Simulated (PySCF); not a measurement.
# C6H8F2O2: magnetic properties

Computed with PySCF 2.14.0 and routines of our own; the level stands in each step. Atoms count from 0.

## 1. The system as given

18 atoms, charge 0, multiplicity 1; geometry from: GFN2-xTB.

## 2. Magnetic properties: GIAO PBE/pcSseg-1

The job: settings as JSON, then the geometry in Å.

```
{"job": {"kind": "mag", "xc": "PBE", "basis": "pcSseg-1", "isotopologues": 0}, "charge": 0, "multiplicity": 1}
C     -2.857450    -0.126893    -0.173366
C     -1.614499    -0.486238    -0.430303
C     -0.409551     0.233793     0.102615
F     -0.797981     1.365884     0.797591
C      0.418313    -0.656367     1.045990
O      1.651777    -0.058327     1.373476
C      2.392070     0.241152     0.239521
O      1.736940     1.168006    -0.604362
C      0.513071     0.731836    -1.037411
F      0.681000    -0.310808    -1.935485
H     -3.082043     0.723065     0.448006
H     -3.692256    -0.672610    -0.575761
H     -1.381186    -1.333700    -1.057267
H     -0.117943    -0.792980     1.985929
H      0.578976    -1.628972     0.557819
H      3.309802     0.730833     0.566592
H      2.620797    -0.676476    -0.334506
H      0.041404     1.555119    -1.587400
```

Method: GIAO PBE/pcSseg-1 magnetisability, rotational g tensor and spin-rotation constants, non-relativistic, gas phase.

Command:

```
$ OMP_NUM_THREADS=1 python excited_run.py task.json out
```

One launch serves the whole session: the jobs run in the order shown.

Q: Estimate the wall time and peak memory of this first job on 1 thread of Arm Neoverse V2, shared host.

About 58 s, with a peak of 0.73 GiB.
